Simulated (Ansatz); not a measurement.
# CH₅AlS₂: up Jacob's ladder to CCSD(T)

An exercise on one series of results from a longer session: the logs are not shown, and one member is left open.

Method: functionals in def2-TZVPP, the program's frozen cores in correlated methods; program: Ansatz 0.2.0, Gaussian basis.

Plan: LDA (SPW92), PBE-D4, revPBE-D4, BLYP-D4, r2SCAN-D4, B97M-V, PBE0-D4, B3LYP-D4, r2SCANh-D4, r2SCAN0-D4, HSE06-D4, BHLYP-D4, CAM-B3LYP-D4, LC-ωPBE, ωB97X-V, ωB97M-V, B2PLYP, PBE-QIDH; CCSD(T)/def2-SVP; CCSD(T)/def2-TZVPP; MP2/def2-QZVPP; extrapolation to the limit; RPA on PBE.

### Structure used throughout

The geometry comes from an earlier relaxation with PBE0-D4 in a triple-zeta def2 set; it is a stationary point, not always the lowest conformer.

9 atoms, charge 0, spin multiplicity 1.

Atoms are counted from 1 here; the program's logs count them from 0.

Bond lengths: C1–Al2 1.949 Å, C1–H5 1.094 Å, C1–H6 1.093 Å, C1–H7 1.095 Å, Al2–S3 2.254 Å, Al2–S4 2.432 Å, Al2–H8 1.581 Å, S3–S4 2.084 Å, S4–H9 1.351 Å. Angles: Al2–C1–H5 111.5°, Al2–C1–H6 112.3°, Al2–C1–H7 110.3°, H5–C1–H6 108.3°, H5–C1–H7 106.9°, H6–C1–H7 107.3°, C1–Al2–S3 117.9°, C1–Al2–S4 111.9°, C1–Al2–H8 125.2°, S3–Al2–S4 52.6°, S3–Al2–H8 115.7°, S4–Al2–H8 108.7°, Al2–S3–S4 68.1°, Al2–S4–S3 59.3°, Al2–S4–H9 97.1°, S3–S4–H9 100.6°.

The first run:

File in.yaml:

```yaml
crystal:
  periodic: [false, false, false]
  atoms:
    - {symbol: C, position_ang: [-0.281878, 0.779856, -1.094699]}
    - {symbol: Al, position_ang: [0.483468, -0.774109, -0.200744]}
    - {symbol: S, position_ang: [1.702559, -0.424012, 1.662638]}
    - {symbol: S, position_ang: [-0.263414, -0.952550, 2.107297]}
    - {symbol: H, position_ang: [-1.274051, 0.560472, -1.499997]}
    - {symbol: H, position_ang: [-0.366610, 1.641274, -0.427344]}
    - {symbol: H, position_ang: [0.347738, 1.081564, -1.938136]}
    - {symbol: H, position_ang: [0.577031, -2.227113, -0.817680]}
    - {symbol: H, position_ang: [-0.836344, 0.268318, 2.191568]}
basis:
  gaussian: {orbitals: def2-TZVPP}
hamiltonian: {xc: lda}
output: {orbitals: {seedname: orbitals}}
```

Command:

```console
$ ansatz run in.yaml --threads 2 --pin off --events-out ev --progress --plain --max-ram 4352MiB
```

Among the steps run: LDA; PBE-D4 (GGA); revPBE-D4 (GGA); BLYP-D4 (GGA); r2SCAN-D4 (meta-GGA); B97M-V (meta-GGA); PBE0-D4 (hybrid); B3LYP-D4 (hybrid); r2SCANh-D4 (hybrid); r2SCAN0-D4 (hybrid); HSE06-D4 (hybrid); BHLYP-D4 (hybrid); CAM-B3LYP-D4 (range-separated); LC-ωPBE (range-separated); ωB97X-V (range-separated); ωB97M-V (range-separated); B2PLYP (double hybrid); PBE-QIDH (double hybrid).

One of the session's tables, all rows but one given; the rest of the session is left out.

It belongs to the step «Frontier levels by functional». 

| functional | HOMO (eV) | gap (eV) |
| --- | --- | --- |
| LDA (SPW92) | -6.15 | 3.53 |
| PBE-D4 | -6.05 | 3.63 |
| revPBE-D4 | -6.01 | 3.66 |
| BLYP-D4 | -5.89 | 3.59 |
| r2SCAN-D4 | -6.33 | 4.08 |
| B97M-V | -6.42 | 4.26 |
| PBE0-D4 | -7.25 | 5.82 |
| B3LYP-D4 | ? | ? |
| r2SCANh-D4 | -6.77 | 4.88 |
| r2SCAN0-D4 | -7.43 | 6.09 |
| HSE06-D4 | -6.85 | 5.04 |
| BHLYP-D4 | -8.31 | 7.94 |
| CAM-B3LYP-D4 | -8.54 | 8.24 |
| LC-ωPBE | -9.93 | 10.84 |
| ωB97X-V | -9.58 | 10.35 |
| ωB97M-V | -9.40 | 10.02 |

**Question.** Estimate the row for B3LYP-D4.

Worked estimate for «HOMO (eV)». Against the share of exact exchange, BLYP-D4 (0, -5.89), BHLYP-D4 (0.5, -8.31) give a slope of -4.84 per unit share; at 0.2 the line stands at -6.86.

**Answer.** HOMO (eV): -7.01; gap (eV): 5.34. In «HOMO (eV)» the line misses by +0.15.
